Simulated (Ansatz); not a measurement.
# Ag: the cost of one run

Method: DFT LDA, scalar-relativistic, in Ansatz 0.2.0.

### 1 The system as given

Symmetry: P6_3/mmc, No. 194, hexagonal system. Conventional cell: a = 2.886 Å, b = 2.886 Å, c = 10.000 Å, α = 90.00°, β = 90.00°, γ = 120.00°. Around Ag (site symmetry -6m2) lie 12 Ag at 2.89 to 3.00 Å. Ag (site symmetry -3m) is surrounded by 12 Ag at 2.89 to 3.00 Å.

Structure file:

```
CELL_PARAMETERS angstrom
2.88620 0.00000 0.00000
-1.44310 2.49952 0.00000
0.00000 0.00000 10.00000
ATOMIC_POSITIONS crystal
Ag 0.33333 0.66667 0.25000
Ag 0.66667 0.33333 0.75000
Ag 0.00000 0.00000 0.00000
Ag 0.00000 0.00000 0.50000
```

Atoms are numbered in the order of the input: Ag1, Ag2, Ag3, Ag4.

### 2 After the deformation

Space group P6_3/mmc before, P6_3/mmc after.

### 3 LAPW, all electrons

input.yaml reads:

```yaml
crystal:
  lattice:
    - [2.9727848759, 0.0, 0.0]
    - [-1.4863924379, 2.5745072226, 0.0]
    - [0.0, 0.0, 10.0]
  atoms:
    - { symbol: Ag, position: [0.3333333333, 0.6666666667, 0.25] }
    - { symbol: Ag, position: [0.6666666667, 0.3333333333, 0.75] }
    - { symbol: Ag, position: [0.0, 0.0, 0.0] }
    - { symbol: Ag, position: [0.0, 0.0, 0.5] }
kpoints:
  mp_grid: { grid: [14, 14, 4] }
  band_path:
    path:
      - [0.0, 0.0, 0.0]
      - [0.5, 0.0, 0.0]
      - [0.3333333333, 0.3333333333, 0.0]
      - [0.0, 0.0, 0.0]
      - [0.0, 0.0, 0.5]
      - [0.5, 0.0, 0.5]
      - [0.3333333333, 0.3333333333, 0.5]
      - [0.0, 0.0, 0.5]
      - [0.5, 0.0, 0.5]
    npoints: 5
scf:
  occupations: { method: fermi_dirac, width: 0.08 }
hamiltonian:
  xc: lda
  pseudopotentials: { kind: all_electron, lapw: { basis_error: 0.0005 } }
output:
  forces: true
  stress: true
  eigenvalues: true
```

The run is started by

```sh
$ ansatz run input.yaml --threads 1 --pin off --max-ram 6144MiB --backend cpu --events-out ev --progress --plain --runs-dir out
```

What time and memory should one allow on 1 thread of Arm Neoverse V2, shared host?

About 71 s, with a peak of 0.67 GiB.
